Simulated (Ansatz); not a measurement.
# CdAu: an axial (c/a) deformation path

One table from this session's results is given with a row withheld; the runs are named, their logs left out.

Computed with Ansatz 0.2.0 (DFT LDA, scalar-relativistic, plane waves, PAW, unless a step's input says otherwise).

### The structure to begin with

The structure is hexagonal, space group P-6m2 (No. 187). Conventional cell: a = 3.090 Å, b = 3.090 Å, c = 4.601 Å, α = 90.00°, β = 90.00°, γ = 120.00°. Around Cd (site symmetry -6m2) lie 6 Au at 2.91 Å and 6 Cd at 3.09 Å. Au (site symmetry -6m2) has 6 Cd at 2.91 Å and 6 Au at 3.09 Å as nearest neighbours.

As a file:

```
Cd Au
1.0
     3.09033    0.00000    0.00000
    -1.54517    2.67631    0.00000
     0.00000    0.00000    4.60128
Cd Au
1 1
Direct
  0.00000 0.00000 0.00000
  0.33333 0.66667 0.50000
```

It goes back to an entry of the Materials Project, which need not be the stable form.

The cell is taken as given, not relaxed at this level.

The first run:

input.yaml

```yaml
crystal:
  lattice:
    - [3.0903320757, 0.0, 0.0]
    - [-1.5451660378, 2.6763060837, 0.0]
    - [0.0, 0.0, 4.60128205]
  atoms:
    - { symbol: Cd, position: [0.0, 0.0, 0.0] }
    - { symbol: Au, position: [0.3333333333, 0.6666666667, 0.5] }
basis:
  ecutwfc: 420
kpoints:
  mp_grid: { grid: [21, 21, 12] }
hamiltonian:
  xc: lda
scf:
  occupations: { method: gaussian, width: 0.15 }
output:
  forces: true
  stress: true
  eigenvalues: true
```

Among the steps run: The reference: the undisturbed cell on the scan's mesh; Point ρ = 0.850; Point ρ = 1.200; ρ = 0.920; Point ρ = 1.100.

One of the session's tables, all rows but one given; the rest of the session is left out.

| ρ | ΔE (meV/atom) | pressure (GPa) |
| --- | --- | --- |
| 0.850 | 8.8 | -3.0 |
| 0.920 | -2.1 | -5.6 |
| 1.000 | 0.0 | -7.6 |
| 1.100 | ? | ? |
| 1.200 | 55.7 | -7.2 |

Estimate the missing values for ρ = 1.100.

Worked estimate for «ΔE (meV/atom)». A straight line through the neighbours (1.000, 0.0) and (1.200, 55.7) gives 0.0 + (55.7 − 0.0) × (1.100 − 1.000) / (1.200 − 1.000) = 27.9; a parabola fitted to 3 rows on both sides gives 18.8.

As computed: ΔE (meV/atom): 21.7; pressure (GPa): -8.6. In «ΔE (meV/atom)» the line misses by +6.2 and the parabola by -2.9.
